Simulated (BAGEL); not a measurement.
# CH4Be (BeMeH) at HF/3-21G (density fitting with qzvpp-jkfit)

Aim: the vertical singlet–triplet gap of CH4Be (BeMeH) at HF/3-21G (density fitting with qzvpp-jkfit), from 2 runs. 

Program for the calculation: BAGEL 1.2.2.

24 further runs of the same task are left out: 24 set aside as unsound or not needed.

## 1. The system as given

CH4Be: 6 atoms, total charge 0, spin state singlet. As SMILES, `[H][Be][CH3]`. The shape comes from GFN2-xTB, which is rough for such elements, and wasn't checked as a minimum.

Bond lengths: Be1–C2 1.726 Å, C2–H3 1.092 Å, C2–H4 1.092 Å, C2–H5 1.092 Å, Be1–H6 1.281 Å. Angles: Be1–C2–H3 114.5°, Be1–C2–H4 114.2°, Be1–C2–H5 114.2°, C2–Be1–H6 179.6°, H3–C2–H4 104.2°, H3–C2–H5 104.3°, H4–C2–H5 104.2°.

## 2. A single-point energy at HF/3-21G (density fitting with qzvpp-jkfit)

input.json

```json
{ "bagel": [

{
  "title": "molecule",
  "basis": "3-21g",
  "df_basis": "qzvpp-jkfit",
  "angstrom": true,
  "geometry": [
    { "atom": "Be", "xyz": [   -0.008130,    0.005930,   -1.161750 ] },
    { "atom": "C", "xyz": [    0.001650,    0.000210,    0.563950 ] },
    { "atom": "H", "xyz": [   -0.430450,    0.891450,    1.022720 ] },
    { "atom": "H", "xyz": [    0.998090,   -0.072360,    1.005040 ] },
    { "atom": "H", "xyz": [   -0.550560,   -0.828180,    1.012550 ] },
    { "atom": "H", "xyz": [   -0.010600,    0.002940,   -2.442520 ] }
  ]
},
{
  "title": "hf"
},
{
  "title": "print",
  "file": "orbitals.molden",
  "orbitals": true
}

]}
```

Run with:

```console
$ BAGEL_NUM_THREADS=1 BAGEL input.json > input.out
```

Output:

```text
* using 1 threads per process

  ===============================================================
  ===============================================================

  *** Geometry ***

  { "atom" : "Be", "xyz" : [     -0.015363,      0.011206,     -2.195389 ] },
  { "atom" : "C", "xyz" : [      0.003118,      0.000397,      1.065711 ] },
  { "atom" : "H", "xyz" : [     -0.813433,      1.684596,      1.932661 ] },
  { "atom" : "H", "xyz" : [      1.886117,     -0.136741,      1.899250 ] },
  { "atom" : "H", "xyz" : [     -1.040408,     -1.565033,      1.913442 ] },
  { "atom" : "H", "xyz" : [     -0.020031,      0.005556,     -4.615694 ] },

  Number of auxiliary basis functions:      198

  Since a DF basis is specified, we compute 2- and 3-index integrals:
    o Being stored without compression. Storage requirement is 0.001 GB

  Number of basis functions:       26
  Number of electrons      :       14

    * METHOD: MOLECULE                             0.03

  *** RHF ***

  === Nuclear Repulsion ===
    22.8089450682

      * DIIS with orbital gradients will be used.

  === RHF iteration (3-21g) ===
      0        -54.46279447          0.03069411           0.00
      1        -54.50661780          0.01029049           0.00
      2        -54.51275562          0.00221497           0.00
      3        -54.51313171          0.00013643           0.00
      4        -54.51313538          0.00001599           0.00
      5        -54.51313542          0.00000271           0.00
      6        -54.51313542          0.00000027           0.00
      7        -54.51313542          0.00000009           0.00
      8        -54.51313542          0.00000001           0.00
      9        -54.51313542          0.00000000           0.00
    * SCF iteration converged.

    * Permanent dipole moment:
           (    0.001138,    -0.002991,    -0.174634) a.u.

    * METHOD: HF                                   0.06

    * METHOD: PRINT                                0.00

  ===============================================================
```

Wall time 0.4 s (1 thread of Intel Xeon Platinum 8375C at 2.90GHz (Ice Lake), shared host).

## 3. The triplet, same level

calc.json

```json
{ "bagel": [

{
  "title": "molecule",
  "basis": "3-21g",
  "df_basis": "qzvpp-jkfit",
  "angstrom": true,
  "geometry": [
    { "atom": "Be", "xyz": [      -0.008130,       0.005930,      -1.161750 ] },
    { "atom": "C", "xyz": [       0.001650,       0.000210,       0.563950 ] },
    { "atom": "H", "xyz": [      -0.430450,       0.891450,       1.022720 ] },
    { "atom": "H", "xyz": [       0.998090,      -0.072360,       1.005040 ] },
    { "atom": "H", "xyz": [      -0.550560,      -0.828180,       1.012550 ] },
    { "atom": "H", "xyz": [      -0.010600,       0.002940,      -2.442520 ] }
  ]
},

{ "title": "uhf", "nopen": 2 },

{ "title": "print", "file": "orbitals.molden", "orbitals": true }

]}
```

Run with:

```console
$ BAGEL_NUM_THREADS=1 BAGEL calc.json > calc.out
```

Output:

```text
* using 1 threads per process

  ===============================================================
  ===============================================================

  *** Geometry ***

  { "atom" : "Be", "xyz" : [     -0.015363,      0.011206,     -2.195389 ] },
  { "atom" : "C", "xyz" : [      0.003118,      0.000397,      1.065711 ] },
  { "atom" : "H", "xyz" : [     -0.813433,      1.684596,      1.932661 ] },
  { "atom" : "H", "xyz" : [      1.886117,     -0.136741,      1.899250 ] },
  { "atom" : "H", "xyz" : [     -1.040408,     -1.565033,      1.913442 ] },
  { "atom" : "H", "xyz" : [     -0.020031,      0.005556,     -4.615694 ] },

  Number of auxiliary basis functions:      198

  Since a DF basis is specified, we compute 2- and 3-index integrals:
    o Being stored without compression. Storage requirement is 0.001 GB

  Number of basis functions:       26
  Number of electrons      :       14

    * METHOD: MOLECULE                             0.03

  *** Open-shell HF ***

  === Nuclear Repulsion ===
    22.8089450682

      * DIIS with orbital gradients will be used.

  === UHF iteration (3-21g) ===
      0        -54.23537196          0.03955615           0.00
      1        -54.26906398          0.01131078           0.00
      2        -54.27347354          0.00573710           0.00
      3        -54.27507050          0.00404617           0.00
      4        -54.27705388          0.00332638           0.00
      5        -54.28151664          0.00219338           0.00
      6        -54.28211852          0.00194552           0.00
      7        -54.28288450          0.00249434           0.00
      8        -54.28307626          0.00048678           0.01
      9        -54.28313069          0.00008987           0.00
     10        -54.28313296          0.00004601           0.00
     11        -54.28313369          0.00001442           0.00
     12        -54.28313377          0.00000667           0.00
     13        -54.28313379          0.00000443           0.00
     14        -54.28313381          0.00000151           0.00
     15        -54.28313381          0.00000135           0.00
     16        -54.28313381          0.00000124           0.00
     17        -54.28313381          0.00000114           0.00
     18        -54.28313381          0.00000112           0.00
     19        -54.28313381          0.00000112           0.00
     20        -54.28313381          0.00000112           0.00
     21        -54.28313381          0.00000112           0.00
     22        -54.28313381          0.00000111           0.00
     23        -54.28313381          0.00000111           0.00
     24        -54.28313382          0.00000110           0.00
     25        -54.28313384          0.00000109           0.00
     26        -54.28313385          0.00000108           0.00
     27        -54.28313390          0.00000103           0.00
     28        -54.28313395          0.00000098           0.00
     29        -54.28313399          0.00000092           0.00
     30        -54.28313409          0.00000136           0.00
     31        -54.28313410          0.00000158           0.00
     32        -54.28313409          0.00000076           0.00
     33        -54.28313411          0.00000065           0.00
     34        -54.28313415          0.00000056           0.00
     35        -54.28313417          0.00000050           0.00
     36        -54.28313417          0.00000048           0.00
     37        -54.28313421          0.00000084           0.00
     38        -54.28313418          0.00000041           0.00
     39        -54.28313419          0.00000035           0.00
     40        -54.28313420          0.00000032           0.00
     41        -54.28313420          0.00000028           0.00
     42        -54.28313421          0.00000025           0.00
     43        -54.28313422          0.00000027           0.01
     44        -54.28313422          0.00000017           0.00
     45        -54.28313423          0.00000024           0.00
     46        -54.28313423          0.00000024           0.00
     47        -54.28313423          0.00000007           0.00
     48        -54.28313423          0.00000002           0.00
     49        -54.28313423          0.00000001           0.00
    * SCF iteration converged.

    * S^2 (UHF) is 2.0138

    * Permanent dipole moment:
           (   -0.013902,     0.014947,    -2.235713) a.u.

    * METHOD: UHF                                  0.18

    * METHOD: PRINT                                0.00

  ===============================================================
```

Wall time 0.46 s (1 thread of Intel Xeon Platinum 8375C at 2.90GHz (Ice Lake), shared host).

## 4. What came out

At HF/3-21G (density fitting with qzvpp-jkfit):

| quantity | value |
| --- | --- |
| singlet: total energy | -54.51314 Eh |
| singlet: dipole moment | 0.44 D |
| singlet: HOMO energy | -11.67 eV |
| singlet: LUMO energy | 2.91 eV |
| singlet: HOMO–LUMO gap | 14.58 eV |
| triplet: total energy | -54.28313 Eh |
| triplet: dipole moment | 5.68 D |
| triplet: ⟨S²⟩ | 2.014 |
| vertical energy of the triplet above the singlet | 6.259 eV |

**Reading.** At this shape the triplet lies 6.26 eV (144 kcal/mol) above the singlet.
